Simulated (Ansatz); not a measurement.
# GeNH3 (triplet): the correlation ladder at a displaced geometry (v1), cc-pVDZ

The task here is to estimate one member of a computed series from the others.

The runs use Ansatz 0.2.0, Gaussian basis; cc-pVDZ, core rule «outside noble gas», up to 15 orbitals frozen.

To be run: UHF; CCSD(T) on ROHF; CCSD(T) on UHF; BCCD(T) on ROHF; CISD; CCSDT(Q) on ROHF; CCSDT(Q) on UHF.

20 further runs of the same task are left out: 1 for a known fault of the program, 8 that didn't finish, 11 set aside as unsound or not needed.

## The system

The geometry is a PBE0/def2-TZVP stationary point (not a proven minimum) with its atoms shifted at random (size 0.040 Å). No spin-orbit coupling is included. The filled d shell of Ge may be among the frozen orbitals whatever the setting's name suggests; the logs give the count.

5 atoms, charge 0, spin multiplicity 3.

Atoms are counted from 1 here; the program's logs count them from 0.

Bond lengths: Ge1–N2 1.860 Å, Ge1–H3 1.498 Å, N2–H4 0.972 Å, N2–H5 1.126 Å. Angles: N2–Ge1–H3 111.4°, Ge1–N2–H4 117.8°, Ge1–N2–H5 116.6°, H4–N2–H5 107.6°.

Set-up of the first run:

in.yaml reads:

```yaml
crystal:
  periodic: [false, false, false]
  atoms:
    - {symbol: Ge, position_ang: [0.001328, 0.046698, 0.333879]}
    - {symbol: N, position_ang: [0.000495, -0.173385, -1.513521]}
    - {symbol: H, position_ang: [0.048459, -1.272908, 1.040359]}
    - {symbol: H, position_ang: [0.771668, 0.150374, -2.009190]}
    - {symbol: H, position_ang: [-0.922689, 0.166554, -2.060679]}
basis:
  gaussian: {orbitals: cc-pVDZ}
magnetization: {spin_polarized: true, initial_magnetization: 2}
hamiltonian: {xc: hf}
output: {orbitals: {seedname: orbitals}}
```

Started as:

```
> ansatz run in.yaml --threads 1 --pin off --events-out ev --progress --plain --max-ram 2393MiB
```

Among the steps run: UHF; CCSD(T) on ROHF; CCSD(T) on UHF; BCCD(T) on ROHF; CISD; CCSDT(Q) on ROHF; CCSDT(Q) on UHF.

One of the session's tables, all rows but one given; the rest of the session is left out.

```
   method  from UCCSDT(Q) (meV)
     ROHF                     ?
      UHF               +7539.7
     RMP2                +961.0
     UMP2                +944.1
    RCCSD                +258.8
    UCCSD                +246.9
 RCCSD(T)                 +50.2
 UCCSD(T)                 +41.4
  BCCD(T)                 +49.6
   RCCSDT                 +27.9
   UCCSDT                 +19.3
RCCSDT(Q)                 +10.1
UCCSDT(Q)                     0
```

Estimate the missing values for ROHF.

The run gave: from UCCSDT(Q) (meV): +7629.9. In the column «from UCCSDT(Q) (meV)» it is the highest.

Not comparable, so not listed: CISD (they don't share determinant, frozen orbitals or solution with the rows shown, or repeat one).

Limits of these values: Restricted and unrestricted rows rest on different reference determinants; where their highest levels disagree by more than a few hundredths of an eV, they describe different states and don't form one ladder.
